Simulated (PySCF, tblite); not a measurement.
# C30H18O4S2Si: electronic excitations, NMR shifts, part 2 of 2

tblite 0.8.0 and PySCF 2.14.0. Atoms count from 0.

## Step 4: NMR shifts: GIAO KT3/pcSseg-1

Job settings and geometry (Å):

```
{"job": {"kind": "nmr", "xc": "KT3", "basis": "pcSseg-1", "pop": false}, "charge": 0, "multiplicity": 1}
C      1.151130    -1.136641     1.896642
Si    -0.156466    -0.278760     0.818379
C     -1.826891    -0.071570     1.698868
C     -0.318142    -1.028125    -0.913629
C     -0.754585    -2.281548    -1.273694
C     -0.826824    -2.658082    -2.622978
C     -1.293412    -3.934306    -3.080843
C     -1.571531    -5.111781    -2.462483
C     -2.068575    -6.226158    -3.323111
O     -2.287356    -6.166136    -4.512283
C     -2.224468    -7.380141    -2.427009
C     -2.610033    -8.678158    -2.521689
S     -2.512196    -9.459915    -0.986235
C     -1.946572    -8.025099    -0.212358
C     -1.845789    -7.004609    -1.102789
C     -1.441911    -5.586682    -1.063170
O     -1.079218    -4.979979    -0.077264
C     -0.447046    -1.716718    -3.596428
C      0.007262    -0.465138    -3.245469
C      0.077633    -0.104871    -1.900305
C      0.528450     1.183003    -1.389423
C      0.993700     2.246750    -2.161395
C      1.398733     3.411833    -1.549678
C      1.335663     3.567012    -0.153301
C      1.785369     4.811980     0.398013
C      1.716489     5.373858     1.633363
C      2.346190     6.717518     1.801591
O      2.951499     7.333311     0.953004
C      2.072448     7.112999     3.190445
C      2.327572     8.172298     4.000157
S      1.650365     7.922434     5.567863
C      1.019451     6.378122     5.126838
C      1.323878     6.083206     3.836451
C      1.084010     4.960534     2.910307
O      0.487336     3.938258     3.175660
C      0.869341     2.488057     0.612288
C      0.479139     1.313958     0.011537
H      0.827716    -2.137021     2.165646
H      1.316042    -0.580333     2.813847
H      2.102644    -1.221411     1.379993
H     -1.717845     0.544138     2.585780
H     -2.563774     0.399049     1.054887
H     -2.218763    -1.035501     2.006711
H     -1.047871    -2.979690    -0.509244
H     -1.457765    -3.982505    -4.157237
H     -2.938671    -9.225245    -3.382016
H     -1.726481    -8.035473     0.836511
H     -0.505727    -1.989713    -4.640922
H      0.300191     0.230410    -4.018548
H      1.043545     2.165544    -3.237147
H      1.763989     4.231322    -2.152449
H      2.287755     5.456240    -0.323341
H      2.858971     9.077207     3.784474
H      0.470112     5.801186     5.843858
H      0.817174     2.575763     1.683764
```

Method: GIAO KT3/pcSseg-1 NMR shielding, non-relativistic, gas phase.

What it wrote:

```text
start: PBE on a coarse grid of 50053 points
cycle   1  E = -2537.3279185189  dE =  6.838e+00  |g| = 1.846e+00  |ddm| = 9.019e+00
cycle   2  E = -2524.2340422311  dE =  1.309e+01  |g| = 5.933e+00  |ddm| = 1.761e+01
cycle   3  E = -2535.7449120346  dE = -1.151e+01  |g| = 2.617e+00  |ddm| = 1.756e+01
cycle   4  E = -2537.9632393009  dE = -2.218e+00  |g| = 5.824e-01  |ddm| = 2.756e+00
cycle   5  E = -2537.9119932712  dE =  5.125e-02  |g| = 6.860e-01  |ddm| = 1.521e+00
cycle   6  E = -2538.0393543621  dE = -1.274e-01  |g| = 2.332e-01  |ddm| = 1.074e+00
cycle   7  E = -2538.0512111698  dE = -1.186e-02  |g| = 1.049e-01  |ddm| = 3.989e-01
cycle   8  E = -2538.0534679028  dE = -2.257e-03  |g| = 5.591e-02  |ddm| = 1.958e-01
cycle   9  E = -2538.0543825077  dE = -9.146e-04  |g| = 1.976e-02  |ddm| = 9.435e-02
cycle  10  E = -2538.0544817996  dE = -9.929e-05  |g| = 5.319e-03  |ddm| = 2.637e-02
final grid: 458216 points
cycle  11  E = -2571.7177139140  dE = -8.022e-02  |g| = 3.618e-01  |ddm| = 1.602e+00
cycle  12  E = -2571.5782775992  dE =  1.394e-01  |g| = 8.841e-01  |ddm| = 1.444e+00
cycle  13  E = -2571.7310057704  dE = -1.527e-01  |g| = 1.604e-01  |ddm| = 1.285e+00
cycle  14  E = -2571.7355749972  dE = -4.569e-03  |g| = 4.867e-02  |ddm| = 2.363e-01
cycle  15  E = -2571.7362546043  dE = -6.796e-04  |g| = 1.759e-02  |ddm| = 8.503e-02
cycle  16  E = -2571.7363394179  dE = -8.481e-05  |g| = 6.272e-03  |ddm| = 3.121e-02
cycle  17  E = -2571.7363501139  dE = -1.070e-05  |g| = 2.938e-03  |ddm| = 1.140e-02
cycle  18  E = -2571.7363484942  dE =  1.620e-06  |g| = 1.169e-03  |ddm| = 4.706e-03
cycle  19  E = -2571.7363522132  dE = -3.719e-06  |g| = 3.146e-04  |ddm| = 1.804e-03
cycle  20  E = -2571.7363496699  dE =  2.543e-06  |g| = 1.361e-04  |ddm| = 5.139e-04
cycle  21  E = -2571.7363488955  dE =  7.745e-07  |g| = 4.403e-05  |ddm| = 2.455e-04
converged SCF energy = -2571.7363488955

GIAO shielding tensors (ppm)
atom      isotropic    diamagn.    paramagn.     s11        s22        s33       span
  0 C      186.816     257.870     -71.055    183.776    183.921    192.750      8.974
  1 Si     366.676     893.106    -526.430    349.020    365.737    385.271     36.250
  2 C      186.869     257.876     -71.006    183.801    184.003    192.804      9.003
  3 C       47.412     270.979    -223.567    -24.276     -3.030    169.540    193.816
  4 C       50.572     257.899    -207.326    -39.467     25.701    165.484    204.951
  5 C       56.972     268.313    -211.341    -18.690     19.196    170.410    189.100
  6 C       42.205     260.924    -218.718    -40.190     27.010    139.795    179.985
  7 C       51.681     255.315    -203.633    -10.601     48.313    117.332    127.933
  8 C       13.801     244.083    -230.282    -61.217     15.271     87.348    148.565
  9 O     -180.586     397.106    -577.692   -667.933   -259.271    385.445   1053.378
 10 C       44.475     264.663    -220.188     -4.965     23.750    114.641    119.607
 11 C       64.873     248.806    -183.933     -5.982     50.952    149.648    155.630
 12 S      232.377    1053.449    -821.072    120.596    284.864    291.672    171.076
 13 C       64.322     233.761    -169.439     -7.094     50.453    149.608    156.701
 14 C       42.809     256.842    -214.033     -8.120     18.872    117.676    125.795
 15 C       13.211     233.119    -219.908    -59.695     15.383     83.945    143.640
 16 O     -199.763     423.692    -623.454   -695.339   -256.458    352.509   1047.848
 17 C       52.423     253.949    -201.526    -38.033     41.182    154.121    192.154
 18 C       68.757     253.968    -185.211    -22.888     58.107    171.053    193.942
 19 C       41.423     255.719    -214.295    -42.784     17.159    149.896    192.679
 20 C       41.471     255.429    -213.958    -42.798     17.203    150.008    192.806
 21 C       68.827     253.891    -185.065    -22.764     58.097    171.147    193.911
 22 C       52.540     253.860    -201.320    -37.869     41.237    154.253    192.122
 23 C       56.978     268.354    -211.376    -18.612     19.160    170.386    188.998
 24 C       42.230     260.581    -218.350    -40.132     26.985    139.838    179.970
 25 C       51.652     255.244    -203.592    -10.612     48.254    117.313    127.925
 26 C       13.769     244.125    -230.356    -61.272     15.317     87.262    148.534
 27 O     -180.791     397.091    -577.883   -668.059   -259.502    385.187   1053.246
 28 C       44.466     265.102    -220.636     -4.965     23.679    114.683    119.648
 29 C       64.858     248.707    -183.850     -5.973     50.912    149.634    155.606
 30 S      232.367    1053.485    -821.118    120.297    284.982    291.823    171.526
 31 C       64.311     233.828    -169.518     -7.069     50.412    149.589    156.658
 32 C       42.802     256.795    -213.994     -8.087     18.834    117.657    125.744
 33 C       13.207     232.932    -219.725    -59.722     15.463     83.879    143.600
 34 O     -199.902     423.565    -623.468   -695.330   -256.605    352.228   1047.558
 35 C       50.544     258.076    -207.533    -39.535     25.752    165.415    204.950
 36 C       47.221     271.031    -223.809    -24.480     -3.230    169.374    193.855
 37 H       30.800      34.593      -3.793     25.415     28.685     38.301     12.886
 38 H       30.988      34.655      -3.666     25.832     29.005     38.129     12.297
 39 H       31.447      36.260      -4.812     27.783     29.430     37.128      9.345
 40 H       30.801      34.601      -3.800     25.413     28.683     38.308     12.895
 41 H       31.447      36.252      -4.805     27.785     29.419     37.138      9.354
 42 H       30.993      34.642      -3.648     25.832     29.011     38.138     12.306
 43 H       21.331      40.603     -19.272     13.096     21.092     29.805     16.709
 44 H       24.022      36.228     -12.206     19.480     22.972     29.615     10.135
 45 H       24.233      27.683      -3.450     20.952     24.607     27.141      6.189
 46 H       24.163      28.890      -4.727     20.708     24.515     27.266      6.558
 47 H       24.085      37.902     -13.817     19.754     24.349     28.152      8.398
 48 H       23.781      38.784     -15.003     18.319     24.430     28.594     10.275
 49 H       23.790      38.801     -15.011     18.328     24.441     28.602     10.273
 50 H       24.092      37.866     -13.774     19.761     24.360     28.155      8.394
 51 H       24.023      36.201     -12.179     19.480     22.975     29.613     10.134
 52 H       24.233      27.677      -3.445     20.951     24.599     27.148      6.198
 53 H       24.164      28.896      -4.732     20.709     24.515     27.268      6.559
 54 H       21.330      40.626     -19.295     13.097     21.082     29.812     16.715
```

Wall time 77 s (4 threads of Arm Neoverse N1, shared host); peak memory 2.2 GiB.

The references, computed at this level on geometries of the same kind, shield at (ppm): 1H TMS 31.76, 13C TMS 184.7, 29Si TMS 361.7, 17O H2O 330.8. Their shielding less the atom's gives the shift. The references are single molecules in the gas phase, so shifts against H2O, NH3, PH3, H3PO4 or CFCl3 are not on the usual liquid scales and can be off by tens of ppm. Atoms listed in one row are averaged.

| atoms | environment | σ (ppm) | δ (ppm) |
| --- | --- | --- | --- |
| C15, C33 | ketone carbonyl carbon | 13.2 | 171.5 |
| C8, C26 | ketone carbonyl carbon | 13.8 | 170.9 |
| C19, C20 | substituted aromatic carbon | 41.4 | 143.3 |
| C6, C24 | β carbon of a C=C–C=O unit | 42.2 | 142.5 |
| C14, C32 | substituted aromatic carbon | 42.8 | 141.9 |
| C10, C28 | substituted aromatic carbon | 44.5 | 140.3 |
| C3, C36 | substituted aromatic carbon | 47.3 | 137.4 |
| C4, C35 | aromatic CH | 50.6 | 134.2 |
| C7, C25 | α carbon of a C=C–C=O unit | 51.7 | 133.1 |
| C17, C22 | aromatic CH | 52.5 | 132.2 |
| C5, C23 | substituted aromatic carbon | 57.0 | 127.7 |
| C13, C31 | aromatic CH next to the ring sulfur | 64.3 | 120.4 |
| C11, C29 | aromatic CH next to the ring sulfur | 64.9 | 119.9 |
| C18, C21 | aromatic CH | 68.8 | 115.9 |
| C0, C2 | methyl carbon bonded to Si | 186.8 | -2.1 |
| H43, H54 | hydrogen on an aromatic CH | 21.33 | 10.43 |
| H48, H49 | hydrogen on an aromatic CH | 23.79 | 7.97 |
| H44, H51 | hydrogen on a β carbon of a C=C–C=O unit | 24.02 | 7.74 |
| H47, H50 | hydrogen on an aromatic CH | 24.09 | 7.67 |
| H46, H53 | hydrogen on an aromatic CH next to the ring sulfur | 24.16 | 7.60 |
| H45, H52 | hydrogen on an aromatic CH next to the ring sulfur | 24.23 | 7.53 |
| H37, H38, H39, H40, H41, H42 | hydrogen on a methyl carbon bonded to Si | 31.08 | 0.68 |
| Si1 | silicon bonded to 4 C, in a 5-membered ring | 366.7 | -5.0 |
| O16, O34 | ketone oxygen | -199.8 | 530.6 |
| O9, O27 | ketone oxygen | -180.7 | 511.5 |
| S12, S30 | aromatic ring sulfur | 232 | – |

Ring of atoms Si1, C3, C19, C20, C36: NICS(0) 3.6, NICS(1) -0.7, NICS(1)zz 6.8 ppm (means of both faces).

Ring of atoms C3, C4, C5, C17, C18, C19: NICS(0) -4.6, NICS(1) -8.2, NICS(1)zz -17.8 ppm (means of both faces).

Ring of atoms C7, C8, C10, C14, C15: NICS(0) 7.6, NICS(1) -0.6, NICS(1)zz 4.7 ppm (means of both faces).

## Step 5: Outcome

What follows sums up all 2 parts.

```
                                                              quantity                                                                                                          value
                                   lowest singlet (CAM-B3LYP/def2-SVP)                                                                                    3.26 eV (380 nm), f = 2.153
                                                        lowest triplet                                                                                                        2.21 eV
13C shifts against TMS (KT3/pcSseg-1, means over atoms taken as alike)  171.5, 170.9, 143.3, 142.5, 141.9, 140.3, 137.4, 134.2, 133.1, 132.2, 127.7, 120.4, 119.9, 115.9 ppm and more
 1H shifts against TMS (KT3/pcSseg-1, means over atoms taken as alike)                                                                  10.43, 7.97, 7.74, 7.67, 7.60, 7.53, 0.68 ppm
                                29Si shifts against TMS (KT3/pcSseg-1)                                                                                                       -5.0 ppm
17O shifts against H2O (KT3/pcSseg-1, means over atoms taken as alike)                                                                                               530.6, 511.5 ppm
    shieldings of S (KT3/pcSseg-1, a mean where the table joins atoms)                                                                                                  S12 232.4 ppm
```

What this shows: The first singlet state (HOMO→LUMO 0.85) lies at 3.26 eV and is bright. The lowest triplet lies 1.05 eV below the lowest singlet. NICS(1)zz of -18 ppm above the planar ring from C3 marks a diatropic (aromatic) ring current.
